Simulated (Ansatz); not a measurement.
Task: a convergence test of the k-point mesh of ReOs, space group P-6m2, with the Python package of Ansatz (0.2.0). Give the script and its output. Use (first run): r2SCAN, PAW, cutoff 558 eV, 3×3×2 k-points, Fermi-Dirac smearing of 0.15 eV. The script varies spacing (1/A): 1.0, 0.6, 0.4, 0.3.

```yaml
crystal:
  lattice:
    - [2.75733, 0.00000, 0.00000]
    - [-1.37867, 2.38792, 0.00000]
    - [0.00000, 0.00000, 4.38243]
  atoms:
    - { symbol: Re, position: [0.66667, 0.33333, 0.50000] }
    - { symbol: Os, position: [0.00000, 0.00000, 0.00000] }
```

The script, `kconv_reos.py`:
```python
"""Convergence of ReOs with the k-point mesh."""

import warnings

import ansatz as az
import numpy as np

warnings.simplefilter("ignore", az.DeckWarning)

vectors = np.array([
    [2.75733035, 0.0, 0.0],
    [-1.37866518, 2.38791813, 0.0],
    [0.0, 0.0, 4.38242818],
])
cell = (
    az.Lattice.of(vectors)
    .atom("Re", (2 / 3, 1 / 3, 0.5))
    .atom("Os", (0.0, 0.0, 0.0))
)

model = (
    cell.calculation()
    .functional("r2scan")
    .pseudopotentials("paw")
    .basis(41 * az.Ry)
    .occupations("fermi_dirac", width=0.15)
)

rows = []
for value in [1.0, 0.6, 0.4, 0.3]:
    summary = model.kpoints(spacing=value).run().report
    rows.append((value, summary["free_energy_ev"] / len(summary["lattice"]["sites"]), summary["n_iterations"], summary["n_kpoints"]))

print("spacing (1/A)   F/atom (eV)    iterations      k-points")
for row in rows:
    print(f"{str(row[0]):>12s}  {row[1]:12.5f}  {row[2]:12d}  {row[3]:12d}")

# the last row is the reference
for row in rows[:-1]:
    shift = 1000 * (row[1] - rows[-1][1])
    print(f"{row[0]}: {shift:+.2f} meV/atom" + ("  (within 1 meV)" if abs(shift) < 1 else ""))
```

```console
$ python kconv_reos.py
spacing (1/A)   F/atom (eV)    iterations      k-points
         1.0  -11139.02416             8             6
         0.6  -11139.31522             7            10
         0.4  -11139.33878             7            24
         0.3  -11139.33022             7            36
1.0: +306.06 meV/atom
0.6: +15.00 meV/atom
0.4: -8.56 meV/atom
```

A Fermi-Dirac width this large means warm electrons, whose thermal share enters the free energy. Spin-orbit coupling, which matters for elements this heavy, is left out. This cell is a computed structure, which may not be the phase found in nature. Shifts are counted from the finest mesh, which is itself no proven limit. Timing: 12 s on 1 thread of Arm Neoverse V1, with other jobs on the host, peak memory 0.45 GiB.
